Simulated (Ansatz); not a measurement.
**BGeNH6 (SMILES B[NH][GeH3]), step by step**

Aim: a series of 18 runs (HF/STO-3G, UHF/STO-3G, HF/3-21G, UHF/3-21G, HF/6-31G*, UHF/6-31G*, B3LYP/6-31G*, PBE/def2-SVP, and more) of BGeH6N. 

The results are computed with Ansatz 0.2.0.

## 1. Starting point

BGeNH6 has 9 atoms, charge 0, and is taken as a singlet. SMILES: `B[NH][GeH3]`. The coordinates come from a PBE0-D4/def2-TZVP relaxation. The run starts from this shape.

Bond lengths: B1–N2 1.392 Å, N2–Ge3 1.854 Å, B1–H4 1.199 Å, B1–H5 1.199 Å, N2–H6 1.010 Å, Ge3–H7 1.538 Å, Ge3–H8 1.530 Å, Ge3–H9 1.538 Å. Some angles: B1–N2–Ge3 126.2°, B1–N2–H6 117.9°, Ge3–N2–H6 115.9°, N2–B1–H4 119.2°, N2–B1–H5 119.6°, N2–Ge3–H7 109.1°, N2–Ge3–H8 106.5°, N2–Ge3–H9 109.1°, H4–B1–H5 121.2°, H7–Ge3–H8 111.5°.

## 2. A structure relaxation at HF/STO-3G (start density atoms) (run 1)

Input file input.yaml:

```yaml
crystal:
  periodic: [false, false, false]
  atoms:
    - {symbol: B, position_ang: [-0.874000, 0.629500, -1.162900]}
    - {symbol: "N", position_ang: [-0.023300, 0.687100, -0.062700]}
    - {symbol: Ge, position_ang: [0.665200, -0.761400, 0.866600]}
    - {symbol: H, position_ang: [-1.217900, -0.440700, -1.581000]}
    - {symbol: H, position_ang: [-1.249100, 1.647000, -1.674800]}
    - {symbol: H, position_ang: [0.253900, 1.598400, 0.272500]}
    - {symbol: H, position_ang: [2.201600, -0.714800, 0.804900]}
    - {symbol: H, position_ang: [0.114900, -2.015200, 0.184600]}
    - {symbol: H, position_ang: [0.217300, -0.676000, 2.335700]}
basis:
  gaussian: {orbitals: STO-3G}
hamiltonian: {xc: hf}
relax: {f_tol: 0.002}
output: {orbitals: {seedname: orbitals}}
```

Launch:

```bash
$ ansatz run input.yaml --threads 1 --pin off --max-ram 3480MiB --events-out events.jsonl --progress --plain --runs-dir runs
```

Standard output, cut to the lines that bear on the results:

```text
Warning: RAYON_NUM_THREADS=1 ignored (pool sized by the plan → 1); use --threads N
[...]
Functional definition: HF
  name "HF"
[...]
432 factors; integrals over basis functions are off by at most 2.3e-5 eV
[...]
mean field -58053.33923894 eV, -2133.4208670644 hartree, gradient 3.1e-5 eV, S^2 0.000000; 0 other end points of the search recorded, 0 dependent functions left out
[...]
reference -58053.33923894 eV, -2133.4208670644 hartree; 25, 25 occupied and 9, 9 virtual orbitals, 432 factors
relax step   1: F+E_penalty+E_count = -58053.33923894 eV  Δ(F+E_penalty+E_count) = +0.000e0 eV  max|allowed force component| = 2.014e0 eV/Å  Δτ_max = 0.0000 Å  (25 SCF iters, accepted)
[...]
relax step   6: F+E_penalty+E_count = -58053.75947984 eV  Δ(F+E_penalty+E_count) = -2.183e-5 eV  max|allowed force component| = 6.489e-3 eV/Å  Δτ_max = 0.0034 Å  (24 SCF iters, accepted)
[...]
relax step   7: F+E_penalty+E_count = -58053.75949233 eV  Δ(F+E_penalty+E_count) = -1.249e-5 eV  max|allowed force component| = 9.893e-4 eV/Å  Δτ_max = 0.0017 Å  (24 SCF iters, accepted)
432 factors; integrals over basis functions are off by at most 2.4e-5 eV
[...]
mean field -58053.75949233 eV, -2133.4363110915 hartree, gradient 8.0e-6 eV, S^2 0.000000; 1 other end points of the search recorded, 0 dependent functions left out
[...]
reference -58053.75949233 eV, -2133.4363110915 hartree; 25, 25 occupied and 9, 9 virtual orbitals, 432 factors
Total energy: -58053.75949233 eV, -2133.4363110915 hartree
Atom 0 at    -0.860417     0.616750    -1.145079 Å, force     0.000382     0.000108     0.000418 eV/Å
Atom 1 at    -0.019502     0.635226    -0.056468 Å, force    -0.000724    -0.000770    -0.000731 eV/Å
Atom 2 at     0.654592    -0.752140     0.852390 Å, force    -0.000342    -0.000017     0.000138 eV/Å
Atom 3 at    -1.218560    -0.396810    -1.582714 Å, force     0.000095    -0.000208    -0.000078 eV/Å
Atom 4 at    -1.214666     1.610486    -1.629572 Å, force    -0.000045     0.000017     0.000133 eV/Å
Atom 5 at     0.256712     1.558051     0.277572 Å, force     0.000455     0.000989     0.000250 eV/Å
Atom 6 at     2.092395    -0.697998     0.791917 Å, force     0.000119     0.000041    -0.000110 eV/Å
Atom 7 at     0.165121    -1.957891     0.248452 Å, force     0.000032    -0.000249    -0.000184 eV/Å
Atom 8 at     0.232925    -0.661774     2.226402 Å, force     0.000027     0.000087     0.000167 eV/Å
Dipole moment:     0.256627    -0.028465     0.333095 e Å
```

Run time: 6.6 s. Hardware: 1 thread of Arm Neoverse V1, shared host; peak memory 0.1 GiB.

The path in brief:

```
step  energy from the first frame kept (eV)  largest force (eV/Å)
   1                                 0.0000                2.0217
   2                                -0.4131                0.5229
   3                                -0.4191                0.1853
   4                                -0.4201                0.0656
   5                                -0.4202                0.0482
   6                                -0.4202                0.0070
   7                                -0.4203                0.0013
```

After the run. Bond lengths: B1–N2 1.376 Å, N2–Ge3 1.790 Å, B1–H4 1.161 Å, B1–H5 1.161 Å, N2–H6 1.020 Å, Ge3–H7 1.440 Å, Ge3–H8 1.435 Å, Ge3–H9 1.440 Å. Some angles: B1–N2–Ge3 128.4°, B1–N2–H6 115.9°, Ge3–N2–H6 115.7°, N2–B1–H4 119.9°, N2–B1–H5 120.3°, N2–Ge3–H7 109.0°, N2–Ge3–H8 108.0°, N2–Ge3–H9 109.0°, H4–B1–H5 119.7°, H7–Ge3–H8 110.8°.

## 3. The harmonic vibrations at HF/STO-3G (start density atoms) (run 2)

Input file input.yaml:

```yaml
basis:
  gaussian: {orbitals: STO-3G}
crystal:
  periodic: [false, false, false]
  atoms:
    - {symbol: B, position_ang: [-0.860417, 0.616750, -1.145079]}
    - {symbol: N, position_ang: [-0.019502, 0.635226, -0.056468]}
    - {symbol: Ge, position_ang: [0.654592, -0.752140, 0.852390]}
    - {symbol: H, position_ang: [-1.218560, -0.396810, -1.582714]}
    - {symbol: H, position_ang: [-1.214666, 1.610486, -1.629572]}
    - {symbol: H, position_ang: [0.256712, 1.558051, 0.277572]}
    - {symbol: H, position_ang: [2.092395, -0.697998, 0.791917]}
    - {symbol: H, position_ang: [0.165121, -1.957891, 0.248452]}
    - {symbol: H, position_ang: [0.232925, -0.661774, 2.226402]}
hamiltonian: {xc: hf}
phonons: {temperatures: {t_min: 298.15, t_max: 298.15, t_step: 1}}
```

Launch:

```bash
$ ansatz run input.yaml --threads 1 --pin off --max-ram 3480MiB --events-out events.jsonl --progress --plain --runs-dir runs
```

Standard output, cut to the lines that bear on the results:

```text
Warning: RAYON_NUM_THREADS=1 ignored (pool sized by the plan → 1); use --threads N
[... 2 set-up lines as earlier in the session ...]
[...]
437 factors; integrals over basis functions are off by at most 1.6e-5 eV
[...]
mean field -58053.75951804 eV, -2133.4363120363 hartree, gradient 2.4e-5 eV, S^2 0.000000; 0 other end points of the search recorded, 0 dependent functions left out
[...]
reference -58053.75951804 eV, -2133.4363120363 hartree; 25, 25 occupied and 9, 9 virtual orbitals, 437 factors
[...]
437 factors; integrals over basis functions are off by at most 1.6e-5 eV
[...]
mean field -58053.75939164 eV, -2133.4363073912 hartree, gradient 2.1e-6 eV, S^2 0.000000; 0 other end points of the search recorded, 0 dependent functions left out
[...]
reference -58053.75939164 eV, -2133.4363073912 hartree; 25, 25 occupied and 9, 9 virtual orbitals, 437 factors
[...]
437 factors; integrals over basis functions are off by at most 1.6e-5 eV
[...]
Atom 1 at    -0.019502     0.635226    -0.056468 Å, force    -0.000705    -0.000811    -0.000680 eV/Å
Atom 2 at     0.654592    -0.752140     0.852390 Å, force    -0.000290     0.000017     0.000160 eV/Å
Atom 3 at    -1.218560    -0.396810    -1.582714 Å, force     0.000109    -0.000205    -0.000067 eV/Å
Atom 4 at    -1.214666     1.610486    -1.629572 Å, force    -0.000039     0.000004     0.000137 eV/Å
Atom 5 at     0.256712     1.558051     0.277572 Å, force     0.000456     0.000976     0.000246 eV/Å
Atom 6 at     2.092395    -0.697998     0.791917 Å, force     0.000065     0.000038    -0.000104 eV/Å
Atom 7 at     0.165121    -1.957891     0.248452 Å, force     0.000027    -0.000254    -0.000193 eV/Å
Atom 8 at     0.232925    -0.661774     2.226402 Å, force     0.000031     0.000101     0.000116 eV/Å
Dipole moment:     0.256627    -0.028465     0.333094 e Å
Vibrations: 68.91 332.68 386.98 642.53 777.69 800.42 969.61 1083.38 1119.29 1138.72 1166.05 1231.17 1411.38 1584.00 1707.48 2422.13 2439.67 2482.94 3169.82 3310.07 4073.12 cm⁻¹, zero-point energy 2.003463 eV
```

Run time: 29 s. Hardware: 1 thread of Arm Neoverse V1, shared host.

Runs 3 to 9 aren't shown in full; the table further down has their settings and results.

## 4. Vibrational wavenumbers at HF/6-31G(d) (Cartesian functions, start density atoms) (run 10)

Input file molecule.yaml:

```yaml
crystal:
  periodic: [false, false, false]
  atoms:
    - {symbol: B, position_ang: [-0.881004, 0.638921, -1.172285]}
    - {symbol: N, position_ang: [-0.026279, 0.677231, -0.066408]}
    - {symbol: Ge, position_ang: [0.668213, -0.759781, 0.870285]}
    - {symbol: H, position_ang: [-1.239955, -0.411759, -1.610090]}
    - {symbol: H, position_ang: [-1.248295, 1.658655, -1.674177]}
    - {symbol: H, position_ang: [0.246041, 1.581076, 0.262888]}
    - {symbol: H, position_ang: [2.205837, -0.715717, 0.815354]}
    - {symbol: H, position_ang: [0.137779, -2.037538, 0.214937]}
    - {symbol: H, position_ang: [0.226263, -0.677188, 2.342396]}
basis:
  gaussian: {orbitals: "6-31G*"}
hamiltonian: {xc: hf}
phonons: {temperatures: {t_min: 298.15, t_max: 298.15, t_step: 1}}
```

Launch:

```bash
$ ansatz run molecule.yaml --threads 1 --pin off --max-ram 3480MiB --events-out events.jsonl --progress --plain --runs-dir runs
```

Standard output, cut to the lines that bear on the results:

```text
Warning: RAYON_NUM_THREADS=1 ignored (pool sized by the plan → 1); use --threads N
[... 2 set-up lines as earlier in the session ...]
[...]
884 factors; integrals over basis functions are off by at most 3.7e-4 eV
[...]
mean field -58714.74755978 eV, -2157.7271745365 hartree, gradient 1.6e-5 eV, S^2 0.000000; 0 other end points of the search recorded, 0 dependent functions left out
[...]
reference -58714.74755978 eV, -2157.7271745365 hartree; 25, 25 occupied and 52, 52 virtual orbitals, 884 factors
[...]
884 factors; integrals over basis functions are off by at most 3.7e-4 eV
[...]
mean field -58714.74746522 eV, -2157.7271710615 hartree, gradient 2.7e-6 eV, S^2 0.000000; 0 other end points of the search recorded, 0 dependent functions left out
[...]
reference -58714.74746522 eV, -2157.7271710615 hartree; 25, 25 occupied and 52, 52 virtual orbitals, 884 factors
[...]
Atom 1 at    -0.026279     0.677231    -0.066408 Å, force     0.000108     0.000099     0.000067 eV/Å
Atom 2 at     0.668213    -0.759781     0.870285 Å, force     0.000066    -0.000264     0.000007 eV/Å
Atom 3 at    -1.239955    -0.411759    -1.610090 Å, force    -0.000113    -0.000019    -0.000002 eV/Å
Atom 4 at    -1.248295     1.658655    -1.674177 Å, force     0.000146    -0.000206     0.000079 eV/Å
Atom 5 at     0.246041     1.581076     0.262888 Å, force    -0.000097     0.000242     0.000064 eV/Å
Atom 6 at     2.205837    -0.715717     0.815354 Å, force    -0.000043     0.000026    -0.000001 eV/Å
Atom 7 at     0.137779    -2.037538     0.214937 Å, force     0.000004    -0.000036     0.000018 eV/Å
Atom 8 at     0.226263    -0.677188     2.342396 Å, force     0.000018     0.000034    -0.000048 eV/Å
Dipole moment:     0.195067     0.039108     0.251618 e Å
Vibrations: 56.28 286.48 310.48 612.59 684.90 690.26 832.93 934.56 946.82 972.51 1035.77 1112.83 1248.43 1383.40 1509.46 2219.71 2237.06 2270.99 2689.98 2755.77 3804.60 cm⁻¹, zero-point energy 1.772714 eV
```

It took 85 s on 1 thread of Arm Neoverse V1, shared host; peak memory 0.14 GiB.

Runs 11 to 17 aren't shown in full; the table further down has their settings and results.

## 5. The harmonic vibrations at MP2/6-31G(d) (Cartesian functions, start density atoms) (run 18)

Input file in.yaml:

```yaml
crystal:
  periodic: [false, false, false]
  atoms:
    - {symbol: B, position_ang: [-0.881405, 0.631355, -1.172666]}
    - {symbol: N, position_ang: [-0.023289, 0.691644, -0.062727]}
    - {symbol: Ge, position_ang: [0.669900, -0.763329, 0.872546]}
    - {symbol: H, position_ang: [-1.226038, -0.435340, -1.591375]}
    - {symbol: H, position_ang: [-1.254143, 1.648889, -1.681921]}
    - {symbol: H, position_ang: [0.251559, 1.612012, 0.269648]}
    - {symbol: H, position_ang: [2.211002, -0.724934, 0.813182]}
    - {symbol: H, position_ang: [0.118128, -2.020182, 0.189138]}
    - {symbol: H, position_ang: [0.222887, -0.686214, 2.347075]}
basis:
  gaussian: {orbitals: "6-31G*"}
correlation: {method: mp2}
phonons: {temperatures: {t_min: 298.15, t_max: 298.15, t_step: 1}}
```

Launch:

```bash
$ ansatz run in.yaml --threads 1 --pin off --max-ram 3480MiB --events-out events.jsonl --progress --plain --runs-dir runs
```

Standard output, cut to the lines that bear on the results:

```text
Warning: RAYON_NUM_THREADS=1 ignored (pool sized by the plan → 1); use --threads N
[... 2 set-up lines as earlier in the session ...]
[...]
884 factors; integrals over basis functions are off by at most 3.8e-4 eV
[...]
mean field -58714.73489592 eV, -2157.7267091485 hartree, gradient 5.0e-6 eV, S^2 0.000000; 0 other end points of the search recorded, 0 dependent functions left out
11 core orbitals not correlated: weight in the atoms' cores, before any rotation towards them, 1.000 or more for the frozen orbitals, at most 0.000 for the correlated occupied ones
reference -58714.73489592 eV, -2157.7267091485 hartree; 14, 14 occupied and 52, 52 virtual orbitals, 884 factors
second order -13.47703636 eV of doubles, -0.00000000 eV of singles
[...]
884 factors; integrals over basis functions are off by at most 3.8e-4 eV
[...]
Atom 1 at    -0.023289     0.691644    -0.062727 Å, force    -0.001276     0.001144    -0.001429 eV/Å
Atom 2 at     0.669900    -0.763329     0.872546 Å, force     0.000169    -0.001416     0.000559 eV/Å
Atom 3 at    -1.226038    -0.435340    -1.591375 Å, force     0.000315    -0.000280     0.000128 eV/Å
Atom 4 at    -1.254143     1.648889    -1.681921 Å, force    -0.000196    -0.000685     0.000131 eV/Å
Atom 5 at     0.251559     1.612012     0.269648 Å, force     0.000459     0.000031     0.000187 eV/Å
Atom 6 at     2.211002    -0.724934     0.813182 Å, force     0.000053     0.000030    -0.000027 eV/Å
Atom 7 at     0.118128    -2.020182     0.189138 Å, force    -0.000007     0.000245    -0.000016 eV/Å
Atom 8 at     0.222887    -0.686214     2.347075 Å, force     0.000021     0.000008     0.000065 eV/Å
Dipole moment:     0.237040     0.030843     0.306235 e Å
Vibrations: 79.44 275.67 305.79 583.53 650.00 654.11 819.54 873.18 891.36 918.73 987.25 1043.54 1207.32 1302.51 1442.45 2173.27 2175.75 2221.91 2651.38 2737.30 3599.65 cm⁻¹, zero-point energy 1.710590 eV
Checks for a lower state left out: cluster_reference
```

Run time: 2.7 min. Hardware: 1 thread of Arm Neoverse V1, shared host; peak memory 0.16 GiB.

## 6. The series

```
run                                                    level         task  walk f tol  partner   energy (Eh)  dipole moment (D)  wall time
  1                          HF/STO-3G (start density atoms)     optimise       0.002     base  -2133.436311               2.02      6.6 s
  2                          HF/STO-3G (start density atoms)  frequencies           –     base  -2133.436312               2.02       29 s
  3                         UHF/STO-3G (start density atoms)       energy           –   cation  -2133.168762                  –     0.34 s
  4                         UHF/STO-3G (start density atoms)     optimise           –   cation  -2133.212269                  –       27 s
  5                           HF/3-21G (start density atoms)     optimise       0.002     base  -2147.568036               1.59      5.7 s
  6                           HF/3-21G (start density atoms)  frequencies           –     base  -2147.568036               1.59       31 s
  7                          UHF/3-21G (start density atoms)       energy           –   cation  -2147.227625                  –     0.91 s
  8                          UHF/3-21G (start density atoms)     optimise           –   cation  -2147.263811                  –       41 s
  9     HF/6-31G* (Cartesian functions, start density atoms)     optimise       0.002     base  -2157.727175               1.54       16 s
 10     HF/6-31G* (Cartesian functions, start density atoms)  frequencies           –     base  -2157.727175               1.54       85 s
 11    UHF/6-31G* (Cartesian functions, start density atoms)       energy           –   cation  -2157.392573                  –      3.3 s
 12    UHF/6-31G* (Cartesian functions, start density atoms)     optimise           –   cation  -2157.427133                  –       86 s
 13  B3LYP/6-31G* (Cartesian functions, start density atoms)     optimise       0.002     base  -2160.006145               1.85       24 s
 14  B3LYP/6-31G* (Cartesian functions, start density atoms)  frequencies           –     base  -2160.006145               1.85    2.3 min
 15                       PBE/def2-SVP (start density atoms)     optimise       0.002     base  -2159.472832               2.01       17 s
 16                       PBE/def2-SVP (start density atoms)  frequencies           –     base  -2159.472832               2.01       83 s
 17    MP2/6-31G* (Cartesian functions, start density atoms)     optimise       0.002     base  -2158.221981               1.87       19 s
 18    MP2/6-31G* (Cartesian functions, start density atoms)  frequencies           –     base  -2158.221981               1.87    2.7 min
```

## 7. Outcome

```
                                                                          quantity           value
                                                  run 18, MP2/6-31G*: total energy  -2158.22198 Eh
                            run 18, MP2/6-31G*: dipole moment (correlated density)          1.87 D
                  run 18, MP2/6-31G*: correlation energy (11 core orbitals frozen)      -495.3 mEh
                                      run 18, MP2/6-31G*: largest force on an atom      0.002 eV/Å
                                    run 18, MP2/6-31G*: lowest harmonic wavenumber         79 cm⁻¹
                                   run 18, MP2/6-31G*: highest harmonic wavenumber       3600 cm⁻¹
                                             run 18, MP2/6-31G*: zero-point energy    165.0 kJ/mol
                     vertical ionisation energy (to the doublet cation), HF/STO-3G        7.280 eV
                      vertical ionisation energy (to the doublet cation), HF/3-21G        9.263 eV
                     vertical ionisation energy (to the doublet cation), HF/6-31G*        9.105 eV
adiabatic ionisation energy (to the doublet cation, no zero-point term), HF/STO-3G        6.096 eV
 adiabatic ionisation energy (to the doublet cation, no zero-point term), HF/3-21G        8.278 eV
adiabatic ionisation energy (to the doublet cation, no zero-point term), HF/6-31G*        8.165 eV
```

**Reading.** At HF/STO-3G: the vertical ionisation energy comes to 7.28 eV (702 kJ/mol). In a minimal basis such a difference can be off by several eV, whatever the method. At HF/3-21G: removing an electron at fixed nuclei costs 9.26 eV (894 kJ/mol). At HF/6-31G*: removing an electron at fixed nuclei costs 9.10 eV (878 kJ/mol). At HF/STO-3G: the adiabatic ionisation energy (to the doublet cation, no zero-point term) is 6.10 eV (141 kcal/mol). At HF/3-21G: the adiabatic ionisation energy (to the doublet cation, no zero-point term) is 8.28 eV (799 kJ/mol). Totals of different functionals can't be ranked against each other. In runs 1, 2, 3, 4 the basis is minimal, so the values are rough. All runs together took 13 min, the longest 2.7 min.
